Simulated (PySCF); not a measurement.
**From one method to the next for As (quartet)**

Starting from one script, swap the method and compare what comes out for As (quartet).

Method: each script names its method and basis; program: PySCF 2.14.0.

**1. The atom**

As (quartet): 1 atom, charge 0, spin multiplicity 4.

**2. The base run**

input.py reads:

```python
from pyscf import gto, dft

mol = gto.M(
    atom='As 0 0 0',
    basis='x2c-tzvpall',
    charge=0,
    spin=3,
    symmetry=True,
    verbose=3,
)
mf = dft.ROKS(mol, xc='o3lyp')
mf = mf.sfx2c1e()
mf.kernel()
mf.dip_moment()
print('orbital energies (hartree):', mf.mo_energy[..., max(0, mol.nelec[1]-3):mol.nelec[0]+3].round(4))
```

On the command line:

```sh
$ OMP_NUM_THREADS=1 python input.py
```

**3. TDDFT (UKS)**

Run 1 changes step after the SCF: none → tddft; SCF type: ROKS → UKS; number of roots: none → 5.

input.py reads:

```python
from pyscf import gto, dft, tdscf

mol = gto.M(
    atom='As 0 0 0',
    basis='x2c-tzvpall',
    charge=0,
    spin=3,
    symmetry=True,
    verbose=3,
)
mf = dft.UKS(mol, xc='o3lyp')
mf = mf.sfx2c1e()
mf.kernel()
td = tdscf.TDDFT(mf)
td.nstates = 5
td.kernel()
td.analyze()
mf.dip_moment()
print('orbital energies (hartree):', [e[max(0, n-3):n+3].round(4) for e, n in zip(mf.mo_energy, mol.nelec)])
```

**4. Revpbe**

Run 2 changes functional: o3lyp → revpbe.

Edit input.py of step 2 so:

```diff
@@ -10,3 +10,3 @@
 )
-mf = dft.ROKS(mol, xc='o3lyp')
+mf = dft.ROKS(mol, xc='revpbe')
 mf = mf.sfx2c1e()
```

**5. Population analysis**

Run 3 changes step after the SCF: none → analyze.

Edit input.py of step 2 so:

```diff
@@ -13,3 +13,3 @@
 mf.kernel()
-mf.dip_moment()
+mf.analyze()
 print('orbital energies (hartree):', mf.mo_energy[..., max(0, mol.nelec[1]-3):mol.nelec[0]+3].round(4))
```

**6. Pw6b95**

Run 4 changes functional: o3lyp → pw6b95.

Edit input.py of step 2 so:

```diff
@@ -10,3 +10,3 @@
 )
-mf = dft.ROKS(mol, xc='o3lyp')
+mf = dft.ROKS(mol, xc='pw6b95')
 mf = mf.sfx2c1e()
```

**7. CCSD(T) (ROHF)**

Run 5 changes step after the SCF: none → ccsd(t); SCF type: ROKS → ROHF; functional: o3lyp → none (Hartree–Fock); frozen orbitals: none → 9.

Edit input.py of step 2 so:

```diff
@@ -1,2 +1,2 @@
-from pyscf import gto, dft
+from pyscf import gto, scf, cc
 
@@ -10,5 +10,8 @@
 )
-mf = dft.ROKS(mol, xc='o3lyp')
+mf = scf.ROHF(mol)
 mf = mf.sfx2c1e()
 mf.kernel()
+mycc = cc.CCSD(mf, frozen=9)
+mycc.kernel()
+mycc.ccsd_t()
 mf.dip_moment()
```

Q: Predict the outcome of this session. Wanted: for each run, E(SCF); from base; gap, α spin; after the SCF.

As calculated:

```
                run  E(SCF) (hartree)  from base (eV)  gap, α spin (eV)                               after the SCF
               base      -2261.166212               0               n/a                                         n/a
        TDDFT (UKS)      -2261.166835         -0.0170             11.93                   lowest root found 8.47 eV
             revpbe      -2260.575864  not comparable               n/a                                         n/a
population analysis      -2261.166212          0.0000               n/a                                         n/a
             pw6b95      -2261.787204  not comparable               n/a                                         n/a
     CCSD(T) (ROHF)      -2259.022074  not comparable               n/a  CCSD(T) correlation -5.799 eV, core frozen
```

**Reading.** A lower total energy from another functional means nothing by itself. The dearest run is “TDDFT (UKS)”, at 13 s against 2.1 s.
